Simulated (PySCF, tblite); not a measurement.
# C3H10O3Si: geometry, infrared bands and NMR shifts

What infrared bands and NMR shifts should C3H10O3Si (`COCO[SiH2]OC`) show?

Programs: tblite 0.8.0 and PySCF 2.14.0, with density-fitted response routines of our own. Each step states its level of theory. These are calculated values for one molecule in the gas phase, unless marked as measured. Atoms are numbered from 0 throughout.

## Step 1: Starting geometry

17 atoms, charge 0, multiplicity 1; geometry from: force field or distance geometry start.

Bonds of the start (Å): C0–O1 1.39, O1–C2 1.41, C2–O3 1.37, O3–Si4 1.69, Si4–O5 1.73, O5–C6 1.39, C0–H7 1.13, C0–H8 1.09, C0–H9 1.11, C2–H10 1.13, C2–H11 1.10, Si4–H12 1.47, Si4–H13 1.46, C6–H14 1.12, C6–H15 1.08, C6–H16 1.11.

## Step 2: Geometry optimisation with GFN2-xTB

What the job is given:

```
{"job": {"kind": "relax", "xc": "GFN2-xTB", "basis": "xTB"}, "charge": 0, "multiplicity": 1}
C     -2.361100     0.954800     0.544600
O     -2.610400    -0.388900     0.266900
C     -1.404300    -0.875500    -0.286100
O     -0.435900    -0.665900     0.655300
Si     1.120500    -1.177900     0.225200
O      2.183300     0.013200     0.895000
C      2.542300     0.831500    -0.166500
H     -3.277200     1.428700     1.009900
H     -1.535100     1.088300     1.242600
H     -2.238200     1.465900    -0.434100
H     -1.218900    -0.206700    -1.174900
H     -1.498300    -1.896500    -0.677000
H      1.328300    -1.268900    -1.226300
H      1.548700    -2.451600     0.797000
H      1.705000     0.832900    -0.911700
H      3.454700     0.435600    -0.596900
H      2.689500     1.893200     0.126000
```

The run is started by

```bash
$ OMP_NUM_THREADS=1 python probes_run.py task.json out
```

This one command runs all jobs of the session in turn.

The program printed:

```text
step      E/eV     max force
  0    -693.76918    3.199
  1    -694.15585    1.499
  2    -694.28226    0.929
  3    -694.35125    0.914
  4    -694.45469    0.840
  5    -694.49835    0.627
  6    -694.56411    0.784
  7    -694.60655    0.578
  8    -694.64009    0.460
  9    -694.66906    0.499
 10    -694.70052    0.455
 11    -694.73010    0.535
 12    -694.75710    0.400
 13    -694.77668    0.336
 14    -694.79221    0.444
 15    -694.80825    0.369
 16    -694.81682    0.226
 17    -694.82166    0.204
 18    -694.82673    0.182
 19    -694.83186    0.238
 20    -694.83781    0.219
 21    -694.84361    0.256
 22    -694.84883    0.244
 23    -694.85400    0.238
 24    -694.85952    0.231
 25    -694.86370    0.140
 26    -694.86649    0.150
 27    -694.86891    0.129
 28    -694.87181    0.183
 29    -694.87519    0.188
 30    -694.87809    0.124
 31    -694.88021    0.116
 32    -694.88247    0.136
 33    -694.88646    0.199
 34    -694.89267    0.242
 35    -694.90015    0.309
 36    -694.90774    0.218
 37    -694.91710    0.198
 38    -694.91331    0.599
 39    -694.92735    0.212
 40    -694.93270    0.172
 41    -694.94356    0.243
 42    -694.94794    0.142
 43    -694.95053    0.122
 44    -694.95980    0.175
 45    -694.96349    0.121
 46    -694.96626    0.126
 47    -694.96947    0.092
 48    -694.97094    0.078
 49    -694.97198    0.063
 50    -694.97279    0.076
 51    -694.97372    0.066
 52    -694.97476    0.076
 53    -694.97597    0.087
 54    -694.97740    0.093
 55    -694.97901    0.103
 56    -694.98051    0.088
 57    -694.98181    0.078
 58    -694.98304    0.092
 59    -694.98435    0.101
 60    -694.98581    0.095
 61    -694.98747    0.102
 62    -694.98936    0.104
 63    -694.99161    0.121
 64    -694.99418    0.116
 65    -694.99634    0.115
 66    -694.99745    0.088
 67    -694.99856    0.077
 68    -694.99927    0.078
 69    -695.00043    0.069
 70    -695.00137    0.075
 71    -695.00256    0.082
 72    -695.00383    0.095
 73    -695.00565    0.098
 74    -695.00832    0.132
 75    -695.00958    0.198
 76    -695.01304    0.135
 77    -695.01501    0.127
 78    -695.01878    0.153
 79    -695.02113    0.122
 80    -695.02587    0.171
 81    -695.03095    0.117
 82    -695.03231    0.201
 83    -695.03420    0.101
 84    -695.03499    0.054
 85    -695.03558    0.053
 86    -695.03602    0.052
 87    -695.03662    0.056
 88    -695.03717    0.051
 89    -695.03774    0.064
 90    -695.03842    0.060
 91    -695.03927    0.063
 92    -695.04002    0.066
 93    -695.04048    0.035
 94    -695.04068    0.036
 95    -695.04080    0.035
 96    -695.04098    0.032
 97    -695.04132    0.051
 98    -695.04183    0.062
 99    -695.04245    0.069
100    -695.04310    0.066
101    -695.04374    0.056
102    -695.04429    0.060
103    -695.04495    0.083
104    -695.04572    0.084
105    -695.04684    0.073
106    -695.04765    0.099
107    -695.04887    0.124
108    -695.05031    0.117
109    -695.05241    0.133
110    -695.05480    0.114
111    -695.05657    0.153
112    -695.05900    0.164
113    -695.06143    0.166
114    -695.06542    0.142
115    -695.07077    0.188
116    -695.07451    0.126
117    -695.07857    0.109
118    -695.08068    0.100
119    -695.08088    0.159
120    -695.08274    0.083
121    -695.08346    0.055
122    -695.08484    0.057
123    -695.08534    0.074
124    -695.08568    0.077
125    -695.08593    0.042
126    -695.08613    0.036
127    -695.08638    0.030
128    -695.08663    0.028
129    -695.08688    0.033
130    -695.08712    0.047
131    -695.08736    0.049
132    -695.08760    0.048
133    -695.08786    0.043
134    -695.08819    0.053
135    -695.08860    0.069
136    -695.08907    0.064
137    -695.08969    0.057
138    -695.09085    0.068
139    -695.09185    0.084
140    -695.09350    0.102
141    -695.09454    0.153
142    -695.09627    0.104
143    -695.09737    0.071
144    -695.09843    0.062
145    -695.09936    0.076
146    -695.10068    0.078
147    -695.10182    0.095
148    -695.10303    0.088
149    -695.10452    0.095
150    -695.10574    0.116
151    -695.10663    0.073
152    -695.10716    0.070
153    -695.10753    0.070
154    -695.10795    0.049
155    -695.10834    0.062
156    -695.10889    0.040
157    -695.10957    0.046
158    -695.11038    0.052
159    -695.11100    0.057
160    -695.11158    0.044
161    -695.11199    0.037
162    -695.11232    0.041
163    -695.11252    0.048
164    -695.11276    0.036
165    -695.11294    0.030
166    -695.11306    0.018
167    -695.11312    0.016
168    -695.11320    0.016
169    -695.11325    0.013
170    -695.11329    0.018
171    -695.11333    0.019
172    -695.11338    0.016
173    -695.11343    0.021
174    -695.11350    0.021
175    -695.11363    0.029
176    -695.11377    0.034
177    -695.11389    0.026
178    -695.11397    0.021
179    -695.11404    0.021
180    -695.11412    0.021
181    -695.11422    0.026
182    -695.11435    0.025
183    -695.11452    0.030
184    -695.11476    0.035
185    -695.11507    0.038
186    -695.11538    0.033
187    -695.11561    0.031
188    -695.11578    0.035
189    -695.11598    0.033
190    -695.11616    0.030
191    -695.11632    0.025
192    -695.11642    0.030
193    -695.11649    0.021
194    -695.11654    0.018
195    -695.11657    0.012
196    -695.11660    0.009
```

It took 1.5 s on 1 thread of Intel Xeon at 2.70GHz, shared host.

Along the way: (not every step is listed)

| step | energy from step 0 (eV) | largest force (eV/Å) |
| --- | --- | --- |
| 0 | 0.0000 | 3.1989 |
| 1 | -0.3867 | 1.4990 |
| 2 | -0.5131 | 0.9288 |
| 3 | -0.5821 | 0.9135 |
| 4 | -0.6855 | 0.8401 |
| 5 | -0.7292 | 0.6270 |
| 6 | -0.7949 | 0.7839 |
| 7 | -0.8374 | 0.5779 |
| 8 | -0.8709 | 0.4599 |
| 26 | -1.0973 | 0.1497 |
| 44 | -1.1906 | 0.1752 |
| 62 | -1.2202 | 0.1041 |
| 80 | -1.2567 | 0.1714 |
| 98 | -1.2726 | 0.0623 |
| 116 | -1.3053 | 0.1259 |
| 134 | -1.3190 | 0.0528 |
| 152 | -1.3380 | 0.0701 |
| 170 | -1.3441 | 0.0177 |
| 188 | -1.3466 | 0.0348 |
| 191 | -1.3471 | 0.0250 |
| 192 | -1.3472 | 0.0296 |
| 193 | -1.3473 | 0.0208 |
| 194 | -1.3474 | 0.0184 |
| 195 | -1.3474 | 0.0121 |
| 196 | -1.3474 | 0.0091 |

Distances of close pairs at the start and the end, largest changes first:

| bond | before (Å) | after (Å) | change (Å) |
| --- | --- | --- | --- |
| Si4–O5 | 1.731 | 1.612 | -0.119 |
| O3–Si4 | 1.694 | 1.636 | -0.058 |
| C0–H7 | 1.132 | 1.087 | -0.044 |
| C6–H14 | 1.121 | 1.092 | -0.029 |
| O1–C2 | 1.413 | 1.386 | -0.027 |
| C2–H10 | 1.128 | 1.104 | -0.024 |
| C0–O1 | 1.395 | 1.415 | +0.020 |
| C6–H16 | 1.111 | 1.091 | -0.020 |

The final coordinates are the input of the step that follows.

## Step 3: Vibrational analysis with GFN2-xTB

What the job is given:

```
{"job": {"kind": "ir", "xc": "GFN2-xTB", "basis": "xTB"}, "charge": 0, "multiplicity": 1}
C     -2.577460     0.384827     0.890649
O     -2.195696    -0.767010     0.162719
C     -1.394867    -0.491560    -0.934583
O     -0.134427    -0.029519    -0.601891
Si     0.883750    -0.724410     0.473295
O      2.158773     0.255179     0.592186
C      3.034241     0.725416    -0.391353
H     -3.157511     0.029572     1.739079
H     -1.702329     0.935320     1.245353
H     -3.193460     1.045374     0.269427
H     -1.854961     0.277207    -1.579000
H     -1.320516    -1.438807    -1.484097
H      1.211580    -2.067446    -0.012001
H      0.418443    -0.682252     1.848617
H      2.487029     1.129869    -1.244844
H      3.684661    -0.081597    -0.738112
H      3.645753     1.511869     0.053569
```

The program printed:

```text
mode    cm-1     km/mol
  1      33.5      0.94
  2      62.8      1.92
  3      89.2      1.40
  4     106.3      0.99
  5     134.1      5.01
  6     178.0      0.63
  7     194.1      8.95
  8     199.0     13.80
  9     300.1     10.63
 10     391.8     17.12
 11     563.2     87.25
 12     600.5     99.52
 13     641.6     14.19
 14     721.9     84.03
 15     761.8     57.14
 16     799.3    180.75
 17     827.5    317.19
 18     950.7     40.44
 19    1052.0     82.24
 20    1092.5    363.39
 21    1117.0    175.99
 22    1128.1      0.94
 23    1132.8      4.53
 24    1140.0     23.44
 25    1170.2    148.69
 26    1177.3     25.51
 27    1277.5      2.74
 28    1354.6     16.23
 29    1396.2      1.07
 30    1409.9      0.44
 31    1461.1      3.28
 32    1463.5      1.97
 33    1480.3      4.35
 34    1480.6      2.97
 35    1485.1      2.40
 36    2226.2    309.53
 37    2349.7    201.23
 38    2840.0     65.95
 39    2911.8     50.53
 40    2917.5     47.71
 41    2946.4     44.43
 42    2958.7     30.83
 43    2966.2     33.70
 44    2982.6     29.28
 45    3033.3     13.68
```

Run time: 0.61 s. Hardware: 1 thread of Intel Xeon at 2.70GHz, shared host.

Which atoms move in the most intense modes:

| cm⁻¹ | km/mol | atoms |
| --- | --- | --- |
| 600 | 99.5 | H13 24 %, O3 20 %, O1 15 %, H12 14 % |
| 799 | 180.8 | H12 54 %, H13 42 % |
| 828 | 317.2 | Si4 40 %, H13 20 %, H12 12 %, O5 11 % |
| 1092 | 363.4 | C2 36 %, O3 23 %, O1 18 % |
| 1117 | 176.0 | O1 31 %, O3 27 %, C2 24 %, C0 11 % |
| 1170 | 148.7 | O5 52 %, C6 27 % |
| 2226 | 309.5 | H12 95 % |
| 2350 | 201.2 | H13 95 % |

## Step 4: Nuclear shieldings: PBE0/pcSseg-1

Settings changed since step 3:

```diff
@@ -1,2 +1,2 @@
-{"job": {"kind": "ir", "xc": "GFN2-xTB", "basis": "xTB"}, "charge": 0, "multiplicity": 1}
+{"job": {"kind": "nmr", "xc": "PBE0", "basis": "pcSseg-1"}, "charge": 0, "multiplicity": 1}
 C     -2.577460     0.384827     0.890649
```

With the program's defaults for keys left out, this is: GIAO PBE0/pcSseg-1 NMR shielding, non-relativistic, gas phase.

The program printed:

```text
coarse grid: 14344 points
cycle   1  E = -634.7489742189  dE =  9.218e-01  |g| = 9.764e-01  |ddm| = 3.484e+00
cycle   2  E = -634.5463490483  dE =  2.026e-01  |g| = 1.441e+00  |ddm| = 1.752e+00
cycle   3  E = -634.9129357376  dE = -3.666e-01  |g| = 8.484e-02  |ddm| = 1.168e+00
cycle   4  E = -634.9138210034  dE = -8.853e-04  |g| = 5.056e-02  |ddm| = 8.484e-02
cycle   5  E = -634.9142435112  dE = -4.225e-04  |g| = 1.065e-02  |ddm| = 3.676e-02
cycle   6  E = -634.9142614865  dE = -1.798e-05  |g| = 2.269e-03  |ddm| = 7.137e-03
cycle   7  E = -634.9142626038  dE = -1.117e-06  |g| = 4.102e-04  |ddm| = 1.658e-03
final grid: 132896 points
cycle   8  E = -634.9867590958  dE = -2.150e-05  |g| = 1.414e-02  |ddm| = 1.967e-02
cycle   9  E = -634.9867289747  dE =  3.012e-05  |g| = 1.947e-02  |ddm| = 1.725e-02
cycle  10  E = -634.9867939265  dE = -6.495e-05  |g| = 1.273e-03  |ddm| = 1.072e-02
cycle  11  E = -634.9867942765  dE = -3.500e-07  |g| = 1.642e-04  |ddm| = 1.085e-03
cycle  12  E = -634.9867942799  dE = -3.390e-09  |g| = 1.044e-04  |ddm| = 1.880e-04
cycle  13  E = -634.9867942817  dE = -1.818e-09  |g| = 2.259e-05  |ddm| = 7.921e-05
cycle  14  E = -634.9867942818  dE = -8.845e-11  |g| = 4.923e-06  |ddm| = 2.000e-05
converged SCF energy = -634.9867942818

GIAO shielding tensors (ppm)
atom      isotropic    diamagn.    paramagn.     s11        s22        s33       span
  0 C      129.913     246.303    -116.390     93.066    114.420    182.253     89.186
  1 O      267.527     396.271    -128.744    185.813    291.407    325.360    139.547
  2 C       93.215     240.251    -147.036     65.803     94.492    119.349     53.546
  3 O      257.797     402.060    -144.263    197.512    257.691    318.186    120.674
  4 Si     384.018     882.604    -498.586    366.171    375.216    410.667     44.497
  5 O      316.122     397.698     -81.575    248.523    325.192    374.651    126.127
  6 C      134.268     242.289    -108.021    106.535    111.452    184.816     78.281
  7 H       27.987      28.522      -0.535     24.311     25.763     33.886      9.575
  8 H       27.726      32.003      -4.277     23.085     27.688     32.404      9.319
  9 H       28.569      28.698      -0.129     24.873     26.322     34.511      9.638
 10 H       26.843      29.658      -2.816     21.957     26.896     31.675      9.718
 11 H       26.292      29.204      -2.912     21.396     26.709     30.771      9.376
 12 H       26.777      31.201      -4.424     23.495     25.026     31.808      8.313
 13 H       27.017      32.273      -5.256     22.730     26.426     31.896      9.165
 14 H       27.757      30.133      -2.376     22.916     26.738     33.618     10.702
 15 H       27.964      27.695       0.268     23.905     25.640     34.346     10.442
 16 H       27.748      27.401       0.347     23.546     25.534     34.163     10.617
```

It took 41 s on 1 thread of Intel Xeon at 2.70GHz, shared host; peak memory 0.8 GiB.

Shifts follow as δ = σ(reference) − σ, with reference shieldings (ppm) from runs at the same level and on the same kind of geometry: 1H TMS 31.72, 13C TMS 186.9, 29Si TMS 349.2, 17O H2O 336.1. The references are single molecules in the gas phase, so shifts against H2O, NH3, PH3, H3PO4 or CFCl3 are not on the usual liquid scales and can be off by tens of ppm. Atoms listed in one row are averaged.

| atoms | environment | σ (ppm) | δ (ppm) | δ scaled to CDCl3 |
| --- | --- | --- | --- | --- |
| C2 | sp3 carbon bearing two oxygens | 93.2 | 93.7 | 89.5 |
| C0 | methyl carbon bonded to O | 129.9 | 57.0 | 53.7 |
| C6 | methyl carbon bonded to O | 134.3 | 52.7 | 49.5 |
| H10, H11 | hydrogen on an sp3 carbon bearing two oxygens | 26.57 | 5.15 | 4.96 |
| H12, H13 | hydrogen on a silicon bonded to 2 O | 26.90 | 4.82 | – |
| H14, H15, H16 | hydrogen on a methyl carbon bonded to O | 27.82 | 3.89 | 3.78 |
| H7, H8, H9 | hydrogen on a methyl carbon bonded to O | 28.09 | 3.62 | 3.52 |
| O3 | oxygen bonded to C, Si | 257.8 | 78.3 | – |
| O1 | ether oxygen | 267.5 | 68.6 | – |
| O5 | oxygen bonded to C, Si | 316.1 | 20.0 | – |
| Si4 | silicon bonded to 2 O, 2 H | 384.0 | -34.9 | – |

The scaled column applies a straight-line fit of computed shieldings to shifts measured in CDCl3 (root-mean-square error 0.16 ppm for H, 1.9 ppm for C).

The run also stored atomic charges by several schemes (e):

| atoms | Mulliken | IAO | Hirshfeld | ESP fit |
| --- | --- | --- | --- | --- |
| C0 | -0.05 | -0.21 | -0.04 | -0.22 |
| O1 | -0.52 | -0.39 | -0.14 | -0.27 |
| C2 | 0.33 | 0.14 | 0.07 | -0.07 |
| O3 | -0.65 | -0.66 | -0.23 | -0.33 |
| Si4 | 0.96 | 1.21 | 0.43 | 0.71 |
| O5 | -0.63 | -0.64 | -0.23 | -0.42 |
| C6 | 0.00 | -0.20 | -0.03 | -0.07 |

Mayer bond orders: C0–O1 0.91, O1–C2 0.98, C2–O3 0.92, O3–Si4 0.92, Si4–O5 1.04, O5–C6 0.88.

## Step 5: Outcome

| quantity | value |
| --- | --- |
| strongest single infrared mode (GFN2-xTB) | 1092 cm⁻¹, 363 km/mol |
| zero-point energy (GFN2-xTB) | 82.2 kcal/mol |
| 13C shifts against TMS (PBE0/pcSseg-1) | 93.7, 57.0, 52.7 ppm |
| 1H shifts against TMS (PBE0/pcSseg-1, means over atoms taken as alike) | 5.15, 4.82, 3.89, 3.62 ppm |
| 17O shifts against H2O (PBE0/pcSseg-1) | 78.3, 68.6, 20.0 ppm |
| 29Si shifts against TMS (PBE0/pcSseg-1) | -34.9 ppm |

**Reading.** Over 196 steps the energy fell by 1.347 eV; of the close pairs, Si4–O5 changed most, 1.731 to 1.612 Å. No mode is imaginary among the 45: a minimum at this level. The strongest single mode, at 1092 cm⁻¹, is spread over several atoms, C2, O3, O1 among them. Unscaled tight-binding wavenumbers are off by several per cent, some by more. Its intensities can rank the bands wrongly. The most deshielded hydrogen is H10, H11 (mean) (hydrogen on an sp3 carbon bearing two oxygens), at 5.15 ppm: its carbon carries O, an electronegative neighbour. At PBE0/pcSseg-1: The widest tensor belongs to O1: span 140 ppm, with a paramagnetic part of -129 ppm.
